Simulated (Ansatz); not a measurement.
**BFHTe radical (SMILES FB[Te]): one structure at several levels**

An exercise on one series of results from a longer session: the logs are not shown, and one member is left open.

The runs use Ansatz 0.2.0, Gaussian basis; single points in def2-TZVPP.

Correlated methods freeze the cores. Filled d shells of the heavier atoms are correlated. Core potentials replace the inner electrons past krypton, and spin-orbit coupling is left out. Orbitals are unrestricted. B3LYP uses VWN-RPA correlation.

### Starting geometry

SMILES `FB[Te]`, 4 atoms, charge 0, spin multiplicity 2.

Atoms are counted from 1 here; the program's logs count them from 0.

Bond lengths: F1–B2 1.306 Å, B2–Te3 2.108 Å, B2–H4 1.172 Å. Angles: F1–B2–Te3 120.7°, F1–B2–H4 117.4°, Te3–B2–H4 121.9°.

As a file:

```xyz
4

F    -0.08930    0.97320   -1.00040
B    -0.17970    0.08550   -0.04730
Te    1.52180   -0.98100    0.59260
H    -1.23110   -0.07020    0.44740
```

The first run:

File run/in.yaml:

```yaml
crystal:
  periodic: [false, false, false]
  atoms:
    - {symbol: F, position_ang: [-0.089300, 0.973200, -1.000400]}
    - {symbol: B, position_ang: [-0.179700, 0.085500, -0.047300]}
    - {symbol: Te, position_ang: [1.521800, -0.981000, 0.592600]}
    - {symbol: H, position_ang: [-1.231100, -0.070200, 0.447400]}
basis:
  gaussian: {orbitals: def2-TZVPP}
magnetization: {spin_polarized: true, initial_magnetization: 1}
correlation: {method: ccsd_t}
scf: {omitted_lower_state_checks: [cluster_reference]}
output: {forces: true}
```

The command line of these runs was not kept.

Among the steps run: CCSD(T)/def2-TZVPP; PBE0-D4/def2-TZVPP; wB97M-V/def2-TZVPP; r2SCAN-D4/def2-TZVPP; PBE-D4/def2-TZVPP; LC-wPBE/def2-TZVPP; B3LYP-D4/def2-TZVPP.

One of the session's tables, all rows but one given; the rest of the session is left out.

| method | RMS force component (eV/Å) | angle to CCSD(T) forces (°) | dipole (D) |
| --- | --- | --- | --- |
| CCSD(T) | 0.415 | reference | 0.75 |
| PBE0-D4 | ? | ? | ? |
| wB97M-V | 0.368 | 2.1 | 0.66 |
| r2SCAN-D4 | 0.393 | 8.6 | 0.68 |
| PBE-D4 | 0.546 | 7.4 | 0.70 |
| LC-wPBE | 0.353 | 14.3 | 0.66 |
| B3LYP-D4 | 0.408 | 10.3 | 0.76 |

**Question.** Estimate the row for PBE0-D4.

As computed: RMS force component (eV/Å): 0.343; angle to CCSD(T) forces (°): 16.6; dipole (D): 0.73. In the column «RMS force component (eV/Å)» it is the lowest.
